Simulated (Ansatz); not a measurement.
# CH6Cl2GaP: a ladder of functionals and wavefunction methods

The task here is to estimate one member of a computed series from the others.

Method: functionals in def2-TZVPP, the program's frozen cores in correlated methods; program: Ansatz 0.2.0, Gaussian basis.

Plan: LDA (SPW92), PBE-D4, revPBE-D4, BLYP-D4, r2SCAN-D4, B97M-V, PBE0-D4, B3LYP-D4, r2SCANh-D4, r2SCAN0-D4, HSE06-D4, BHLYP-D4, CAM-B3LYP-D4, LC-ωPBE, ωB97X-V, ωB97M-V, B2PLYP, PBE-QIDH; CCSD(T)/def2-SVP; CCSD(T)/def2-TZVPP; MP2/def2-QZVPP; extrapolation to the limit; RPA on PBE.

## The geometry

All runs share one geometry, relaxed beforehand with PBE0-D4 in a triple-zeta def2 set.

SMILES `[CH3][Ga-]([PH3+])([Cl])[Cl]`, 11 atoms, charge 0, spin multiplicity 1.

Atoms are counted from 1 here; the program's logs count them from 0.

Bond lengths: C1–Ga2 1.955 Å, C1–H6 1.091 Å, C1–H7 1.091 Å, C1–H8 1.092 Å, Ga2–P3 2.534 Å, Ga2–Cl4 2.184 Å, Ga2–Cl5 2.184 Å, P3–H9 1.410 Å, P3–H10 1.406 Å, P3–H11 1.410 Å. Angles: Ga2–C1–H6 110.6°, Ga2–C1–H7 110.6°, Ga2–C1–H8 109.1°, H6–C1–H7 109.5°, H6–C1–H8 108.4°, H7–C1–H8 108.4°, C1–Ga2–P3 110.9°, C1–Ga2–Cl4 119.8°, C1–Ga2–Cl5 119.8°, P3–Ga2–Cl4 93.1°, P3–Ga2–Cl5 93.3°, Cl4–Ga2–Cl5 112.4°, Ga2–P3–H9 121.7°, Ga2–P3–H10 110.5°, Ga2–P3–H11 121.6°, H9–P3–H10 99.8°, H9–P3–H11 99.6°, H10–P3–H11 99.8°.

Set-up of the first run:

The input, in.yaml:

```yaml
crystal:
  periodic: [false, false, false]
  atoms:
    - {symbol: C, position_ang: [-1.679004, 0.985428, 0.307696]}
    - {symbol: Ga, position_ang: [-0.307707, 0.218953, -0.855448]}
    - {symbol: P, position_ang: [1.501075, -0.916459, 0.508456]}
    - {symbol: Cl, position_ang: [-0.744209, -1.587139, -2.002992]}
    - {symbol: Cl, position_ang: [1.109961, 1.530977, -1.873919]}
    - {symbol: H, position_ang: [-1.248239, 1.744873, 0.961525]}
    - {symbol: H, position_ang: [-2.148978, 0.208351, 0.911985]}
    - {symbol: H, position_ang: [-2.447878, 1.455706, -0.308046]}
    - {symbol: H, position_ang: [2.325283, -0.192432, 1.393556]}
    - {symbol: H, position_ang: [2.482425, -1.465656, -0.335576]}
    - {symbol: H, position_ang: [1.222772, -2.039502, 1.313464]}
basis:
  gaussian: {orbitals: def2-TZVPP}
hamiltonian: {xc: lda}
output: {orbitals: {seedname: orbitals}}
```

Run with:

```
ansatz run in.yaml --threads 4 --pin off --events-out ev --progress --plain --max-ram 11315MiB
```

Among the steps run: LDA; PBE-D4 (GGA); revPBE-D4 (GGA); BLYP-D4 (GGA); r2SCAN-D4 (meta-GGA); B97M-V (meta-GGA); PBE0-D4 (hybrid); B3LYP-D4 (hybrid); r2SCANh-D4 (hybrid); r2SCAN0-D4 (hybrid); HSE06-D4 (hybrid); BHLYP-D4 (hybrid); CAM-B3LYP-D4 (range-separated); LC-ωPBE (range-separated); ωB97X-V (range-separated); ωB97M-V (range-separated); B2PLYP (double hybrid); PBE-QIDH (double hybrid).

One of the session's tables, all rows but one given; the rest of the session is left out.

It belongs to the step «Frontier levels by functional». 

```
  functional  HOMO (eV)  gap (eV)
 LDA (SPW92)      -6.88      5.29
      PBE-D4      -6.73      5.30
   revPBE-D4      -6.68      5.32
     BLYP-D4      -6.59      5.28
   r2SCAN-D4      -7.03      5.85
      B97M-V      -7.13      5.80
     PBE0-D4      -8.01      7.46
    B3LYP-D4      -7.77      7.01
  r2SCANh-D4      -7.50      6.64
  r2SCAN0-D4      -8.21      7.82
    HSE06-D4      -7.61      6.69
    BHLYP-D4      -9.15      9.55
CAM-B3LYP-D4      -9.33      9.87
     LC-ωPBE          ?         ?
     ωB97X-V     -10.33     11.89
     ωB97M-V     -10.20     11.53
```

**Question.** Estimate the row for LC-ωPBE.

As computed: HOMO (eV): -10.68; gap (eV): 12.39. In the column «HOMO (eV)» it is the lowest.
